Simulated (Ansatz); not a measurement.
# C₂H₆FNSi: geometry optimisation

Aim: relax C₂H₆FNSi at this level.

Method: RKS PBE0-D4/def2-SVP; program: Ansatz 0.2.0.

## 1. The starting structure

SMILES `FC1NC[SiH2]1`, 11 atoms, charge 0, spin multiplicity 1.

Atoms are counted from 1 here; the program's logs count them from 0.

Bond lengths: F1–C2 1.430 Å, C2–N3 1.422 Å, C2–Si5 1.931 Å, C2–H6 1.111 Å, N3–C4 1.475 Å, N3–H7 1.029 Å, C4–Si5 1.924 Å, C4–H8 1.110 Å, C4–H9 1.115 Å, Si5–H10 1.503 Å, Si5–H11 1.503 Å. Angles: F1–C2–N3 114.0°, F1–C2–Si5 109.7°, F1–C2–H6 105.7°, N3–C2–Si5 85.8°, N3–C2–H6 114.4°, Si5–C2–H6 126.6°, C2–N3–C4 107.1°, C2–N3–H7 119.4°, C4–N3–H7 120.3°, N3–C4–Si5 84.6°, N3–C4–H8 113.5°, N3–C4–H9 115.3°, Si5–C4–H8 118.7°, Si5–C4–H9 114.3°, H8–C4–H9 109.0°, C2–Si5–C4 74.4°, C2–Si5–H10 116.1°, C2–Si5–H11 118.4° and more.

Geometry (Å):

```xyz
11

F    -1.1993    1.7267    0.2572
C     0.1094    1.1729    0.0946
N     0.4187    0.1391    1.0205
C    -0.1166   -1.1172    0.4627
Si    0.0619   -0.2273   -1.2340
H     0.8066    2.0375    0.1217
H     0.3534    0.3293    2.0297
H     0.5219   -2.0014    0.6699
H    -1.1683   -1.3546    0.7477
H     1.3580   -0.5156   -1.9386
H    -1.0802   -0.2464   -2.2108
```

## 2. Relaxation

input.yaml reads:

```yaml
crystal:
  periodic: [false, false, false]
  atoms:
    - { symbol: F, position_ang: [-1.199325, 1.726705, 0.257222] }
    - { symbol: C, position_ang: [0.109354, 1.172895, 0.094584] }
    - { symbol: "N", position_ang: [0.418695, 0.139136, 1.020489] }
    - { symbol: C, position_ang: [-0.116573, -1.117194, 0.462675] }
    - { symbol: Si, position_ang: [0.06191, -0.227343, -1.233954] }
    - { symbol: H, position_ang: [0.806633, 2.037493, 0.121713] }
    - { symbol: H, position_ang: [0.353382, 0.329297, 2.029653] }
    - { symbol: H, position_ang: [0.52187, -2.001421, 0.66993] }
    - { symbol: H, position_ang: [-1.16835, -1.354564, 0.747745] }
    - { symbol: H, position_ang: [1.358044, -0.515577, -1.938574] }
    - { symbol: H, position_ang: [-1.080239, -0.246426, -2.210781] }
basis:
  gaussian: { orbitals: def2-SVP }
hamiltonian:
  xc: pbe0
  dispersion: d4
output:
  forces: true
relax:
  f_tol: 0.003
  max_steps: 120
```

The run is started by

```console
> ansatz run input.yaml --threads 1 --pin off --max-ram 2560MiB --backend cpu --events-out ev --progress --plain --runs-dir out
```

Log (excerpt; [...] marks lines left out):

```text
Warning: RAYON_NUM_THREADS=1 ignored (pool sized by the plan → 1); use --threads N
[...]
Functional definition: PBE0
[...]
1131 factors; integrals over basis functions are off by at most 5.1e-4 eV
[...]
mean field -14237.68197380 eV, -523.2251618896 hartree, gradient 2.6e-5 eV, S^2 0.000000; 0 other end points of the search recorded, 0 dependent functions left out
[...]
reference -14237.68199979 eV, -523.2251628447 hartree; 24, 24 occupied and 80, 80 virtual orbitals, 1131 factors
relax step   1: F+E_penalty+E_count = -14237.86992586 eV  Δ(F+E_penalty+E_count) = +0.000e0 eV  max|allowed force component| = 6.442e-1 eV/Å  Δτ_max = 0.0000 Å  (26 SCF iters, accepted)
[...]
relax step   3: F+E_penalty+E_count = -14237.89492437 eV  Δ(F+E_penalty+E_count) = -3.450e-3 eV  max|allowed force component| = 9.751e-2 eV/Å  Δτ_max = 0.0088 Å  (29 SCF iters, accepted)
[...]
relax step   5: F+E_penalty+E_count = -14237.89503466 eV  Δ(F+E_penalty+E_count) = +1.553e-4 eV  max|allowed force component| = 4.627e-2 eV/Å  Δτ_max = 0.0144 Å  (23 SCF iters, rejected (line search))
[...]
relax step   7: F+E_penalty+E_count = -14237.89513094 eV  Δ(F+E_penalty+E_count) = +1.726e-4 eV  max|allowed force component| = 2.569e-2 eV/Å  Δτ_max = 0.0069 Å  (22 SCF iters, rejected (line search))
[...]
relax step   9: F+E_penalty+E_count = -14237.89532411 eV  Δ(F+E_penalty+E_count) = -1.739e-7 eV  max|allowed force component| = 5.578e-3 eV/Å  Δτ_max = 0.0007 Å  (20 SCF iters, accepted)
[...]
relax step  10: F+E_penalty+E_count = -14237.89532521 eV  Δ(F+E_penalty+E_count) = -1.105e-6 eV  max|allowed force component| = 4.009e-4 eV/Å  Δτ_max = 0.0004 Å  (18 SCF iters, accepted)
1131 factors; integrals over basis functions are off by at most 4.8e-4 eV
mean field -14237.70683134 eV, -523.2260753874 hartree, gradient 2.5e-5 eV, S^2 0.000000; 1 other end points of the search recorded, 0 dependent functions left out
[...]
reference -14237.70685717 eV, -523.2260763365 hartree; 24, 24 occupied and 80, 80 virtual orbitals, 1131 factors
Total energy: -14237.89535104 eV, -523.2330033587 hartree
Atom 0 at    -1.176856     1.717714     0.267174 Å, force    -0.000401     0.000257     0.000199 eV/Å
Atom 1 at     0.103481     1.166434     0.090907 Å, force     0.000259    -0.000194    -0.000119 eV/Å
Atom 2 at     0.410219     0.138119     1.013721 Å, force     0.000089     0.000196     0.000110 eV/Å
Atom 3 at    -0.116815    -1.110567     0.459407 Å, force    -0.000051    -0.000308     0.000026 eV/Å
Atom 4 at     0.058077    -0.228638    -1.224465 Å, force     0.000097    -0.000129     0.000067 eV/Å
Atom 5 at     0.804861     2.015816     0.110705 Å, force    -0.000029     0.000007     0.000043 eV/Å
Atom 6 at     0.343588     0.327501     2.012576 Å, force    -0.000031    -0.000061    -0.000231 eV/Å
Atom 7 at     0.519230    -1.986157     0.665339 Å, force    -0.000092     0.000095     0.000003 eV/Å
Atom 8 at    -1.158821    -1.348146     0.745521 Å, force     0.000079     0.000077     0.000088 eV/Å
Atom 9 at     1.349550    -0.498359    -1.920954 Å, force    -0.000079    -0.000001    -0.000106 eV/Å
Atom 10 at    -1.071112    -0.250715    -2.199229 Å, force     0.000158     0.000061    -0.000081 eV/Å
Dipole moment:     0.178573    -0.220912     0.059047 e Å
```

It took 92 s on 1 thread of Arm Neoverse N1, shared host; peak memory 0.22 GiB.

The steps of the relaxation:

```csv
step,energy from step 1 (eV),largest force component (eV/Å)
1,0.0000,0.6442
2,-0.0215,0.2875
3,-0.0250,0.0975
4,-0.0253,0.0391
5,-0.0251,0.0463
6,-0.0254,0.0146
7,-0.0252,0.0257
8,-0.0254,0.0039
9,-0.0254,0.0056
10,-0.0254,0.0004
```

Close pairs (by a distance rule), those that changed most:

```csv
bond,before (Å),after (Å),change (Å)
F1–C2,1.430,1.405,-0.025
C4–Si5,1.924,1.909,-0.015
C2–Si5,1.931,1.918,-0.013
Si5–H10,1.503,1.492,-0.011
Si5–H11,1.503,1.492,-0.011
N3–C4,1.475,1.464,-0.011
N3–H7,1.029,1.019,-0.010
C2–H6,1.111,1.102,-0.009
```

## 3. Results

| quantity | value |
| --- | --- |
| energy gained | 0.0254 eV |
| root mean square move | 0.017 Å |
| dipole moment | 1.39 D |

In words: Bond lengths: F1–C2 1.405 Å, C2–N3 1.415 Å, C2–Si5 1.918 Å, C2–H6 1.102 Å, N3–C4 1.464 Å, N3–H7 1.019 Å, C4–Si5 1.909 Å, C4–H8 1.102 Å, C4–H9 1.106 Å, Si5–H10 1.492 Å, Si5–H11 1.492 Å. Angles: F1–C2–N3 113.6°, F1–C2–Si5 110.5°, F1–C2–H6 106.0°, N3–C2–Si5 85.6°, N3–C2–H6 114.2°, Si5–C2–H6 126.0°, C2–N3–C4 107.1°, C2–N3–H7 119.3°, C4–N3–H7 120.4°, N3–C4–Si5 84.7°, N3–C4–H8 113.5°, N3–C4–H9 115.1°, Si5–C4–H8 118.6°, Si5–C4–H9 114.4°, H8–C4–H9 109.0°, C2–Si5–C4 74.5°, C2–Si5–H10 115.5°, C2–Si5–H11 118.5° and more. No frequencies were computed here.
